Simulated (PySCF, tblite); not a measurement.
# C4H7OPSi: geometry, infrared bands and NMR shifts

What infrared bands and NMR shifts should C4H7OPSi (`C#C[P@@]1(=O)C[C@H]1[SiH3]`) show?

Programs: tblite 0.8.0 and PySCF 2.14.0, with density-fitted response routines of our own. Each step states its level of theory. These are calculated values for one molecule in the gas phase, unless marked as measured. Atoms count from 0, in the outputs and in this text.

## (1) Starting geometry

14 atoms, charge 0, multiplicity 1; geometry from: force field or distance geometry start.

Bonds of the start (Å): C0–C1 1.22, C1–P2 1.76, P2–O3 1.51, P2–C4 1.84, C4–C5 1.52, C5–Si6 1.85, C5–P2 1.81, C0–H7 1.06, C4–H8 1.10, C4–H9 1.10, C5–H10 1.13, Si6–H11 1.49, Si6–H12 1.45, Si6–H13 1.47.

## (2) Relaxing the molecule with GFN2-xTB

Job settings and geometry (Å):

```
{"job": {"kind": "relax", "xc": "GFN2-xTB", "basis": "xTB"}, "charge": 0, "multiplicity": 1}
C      2.757800     1.253000     0.132200
C      1.950000     0.345100     0.010900
P      0.815500    -0.985600    -0.142800
O      1.219900    -2.211600    -0.921500
C     -0.286700    -1.249900     1.305000
C     -0.946700    -0.631400     0.081900
Si    -1.569600     1.107800     0.106300
H      3.455100     2.045200     0.231500
H     -0.047300    -0.631200     2.188400
H     -0.498800    -2.307500     1.500600
H     -1.606800    -1.367400    -0.458800
H     -2.785800     1.141000    -0.746500
H     -0.574500     1.966800    -0.512400
H     -1.882800     1.525100     1.483200
```

Run with:

```sh
$ OMP_NUM_THREADS=1 python probes_run.py task.json out
```

This one command runs all jobs of the session in turn.

**Question.** This job is followed by: GFN2-xTB harmonic vibrations, gas phase; GIAO PBE0/pcSseg-1 NMR shielding, non-relativistic, gas phase. What will the session give for the following? strongest single infrared mode (GFN2-xTB); zero-point energy (GFN2-xTB); 13C shifts against TMS (PBE0/pcSseg-1); 1H shifts against TMS (PBE0/pcSseg-1, means over atoms taken as alike); 31P shifts against H3PO4 (PBE0/pcSseg-1); 17O shifts against H2O (PBE0/pcSseg-1); 29Si shifts against TMS (PBE0/pcSseg-1).

The runs gave:

| quantity | value |
| --- | --- |
| strongest single infrared mode (GFN2-xTB) | 791 cm⁻¹, 355 km/mol |
| zero-point energy (GFN2-xTB) | 56.5 kcal/mol |
| 13C shifts against TMS (PBE0/pcSseg-1) | 101.0, 80.2, 17.5, 8.1 ppm |
| 1H shifts against TMS (PBE0/pcSseg-1, means over atoms taken as alike) | 3.97, 2.51, 2.00, 1.42, 0.74 ppm |
| 31P shifts against H3PO4 (PBE0/pcSseg-1) | -96.3 ppm |
| 17O shifts against H2O (PBE0/pcSseg-1) | 47.8 ppm |
| 29Si shifts against TMS (PBE0/pcSseg-1) | -68.1 ppm |

**Reading.** The optimisation took 114 steps and gained 0.321 eV; among the close pairs (by a distance rule), C4–C5 changed most, from 1.521 to 1.568 Å. No mode is imaginary among the 36: a minimum at this level. The strongest single mode, at 791 cm⁻¹, is carried by H12, H13, Si6. Unscaled tight-binding wavenumbers are off by several per cent, some by more. Its intensities can rank the bands wrongly. At PBE0/pcSseg-1: Shielding is most anisotropic at P2 (span 429 ppm, paramagnetic term -548 ppm).
